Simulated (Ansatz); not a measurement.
# Cl₂FH₃OSSi₂: up Jacob's ladder to CCSD(T)

How much do the methods differ for Cl₂FH₃OSSi₂? The plan is to run it at one geometry with functionals of several rungs and with coupled cluster. The yardstick is the atomisation energy at the CCSD(T) limit.

The runs use Ansatz 0.2.0, Gaussian basis; functionals in def2-TZVPP, the program's frozen cores in correlated methods.

Levels to be run: PBE-D4, r2SCAN-D4, PBE0-D4, B3LYP-D4, ωB97X-V, ωB97M-V, B2PLYP; CCSD(T)/def2-TZVPP; MP2/def2-QZVPP; extrapolation to the limit.

### Step 1. The relaxed structure

All runs share one geometry, relaxed beforehand with PBE0-D4 in a triple-zeta def2 set.

SMILES `O[SiH2]S[Si](F)(Cl)Cl`, 10 atoms, charge 0, spin multiplicity 1.

Atoms are counted from 1 here; the program's logs count them from 0.

Bond lengths: O1–Si2 1.632 Å, O1–H8 0.960 Å, Si2–S3 2.165 Å, Si2–H9 1.482 Å, Si2–H10 1.475 Å, S3–Si4 2.089 Å, Si4–F5 1.595 Å, Si4–Cl6 2.026 Å, Si4–Cl7 2.021 Å. Angles: Si2–O1–H8 117.3°, O1–Si2–S3 112.7°, O1–Si2–H9 112.0°, O1–Si2–H10 107.2°, S3–Si2–H9 107.4°, S3–Si2–H10 104.6°, H9–Si2–H10 112.9°, Si2–S3–Si4 97.2°, S3–Si4–F5 109.4°, S3–Si4–Cl6 114.1°, S3–Si4–Cl7 109.9°, F5–Si4–Cl6 105.8°, F5–Si4–Cl7 108.1°, Cl6–Si4–Cl7 109.3°.

### Step 2. PBE-D4 (GGA)

in.yaml

```yaml
crystal:
  periodic: [false, false, false]
  atoms:
    - {symbol: O, position_ang: [-0.019162, 0.907087, 2.059993]}
    - {symbol: Si, position_ang: [-0.065740, 1.467954, 0.528023]}
    - {symbol: S, position_ang: [-1.392104, 0.321875, -0.741980]}
    - {symbol: Si, position_ang: [-0.142221, -1.332565, -0.999445]}
    - {symbol: F, position_ang: [0.579798, -1.670070, 0.381653]}
    - {symbol: Cl, position_ang: [1.346928, -1.044426, -2.342848]}
    - {symbol: Cl, position_ang: [-1.234844, -2.941811, -1.547402]}
    - {symbol: H, position_ang: [0.322404, 0.019883, 2.194247]}
    - {symbol: H, position_ang: [1.273326, 1.458789, -0.107127]}
    - {symbol: H, position_ang: [-0.668386, 2.813294, 0.574896]}
basis:
  gaussian: {orbitals: def2-TZVPP}
hamiltonian: {xc: pbe, dispersion: d4}
output: {forces: true, orbitals: {seedname: orbitals}}
```

Run with:

```
$ ansatz run in.yaml --threads 2 --pin off --events-out ev --progress --plain --max-ram 20480MiB --backend cuda --devices 0, --max-vram 18GiB
```

Further steps of the session: r2SCAN-D4 (meta-GGA); PBE0-D4 (hybrid); B3LYP-D4 (hybrid); ωB97X-V (range-separated); ωB97M-V (range-separated); B2PLYP (double hybrid); CCSD(T) in def2-TZVPP; MP2 in def2-QZVPP.

**Question.** What will the summary of the whole plan be? Wanted: atomisation energy, CCSD(T)/CBS; farthest; mean size of error, hybrid; mean size of error, range-separated; gap, smallest and largest; T1 diagnostic; triples share of the correlation energy.

The runs gave:

```
                               quantity                                 value
        atomisation energy, CCSD(T)/CBS                         3642.5 kJ/mol
 functionals within 18.2 kJ/mol (0.5 %)           r2SCAN-D4, ωB97X-V, ωB97M-V
                               farthest                 B2PLYP (-94.9 kJ/mol)
             mean size of error, hybrid                           55.9 kJ/mol
    mean size of error, range-separated                            7.0 kJ/mol
              gap, smallest and largest  5.71 eV (PBE-D4), 12.48 eV (ωB97X-V)
                          T1 diagnostic                                0.0111
triples share of the correlation energy                                 3.9 %
```

In words: PBE-D4 is off by +19.3 kJ/mol. Double hybrids carry the basis error of their MP2 part in triple zeta, and no dispersion term here, so their miss is partly the set-up's. Misses under about 18.2 kJ/mol are within the doubt on the reference itself, which lacks core-valence correlation, relativity and higher excitations. Hartree-Fock recovers 72 % of the binding; the rest is correlation. Orbital gaps span 5.7 to 12.5 eV; exact exchange widens them.
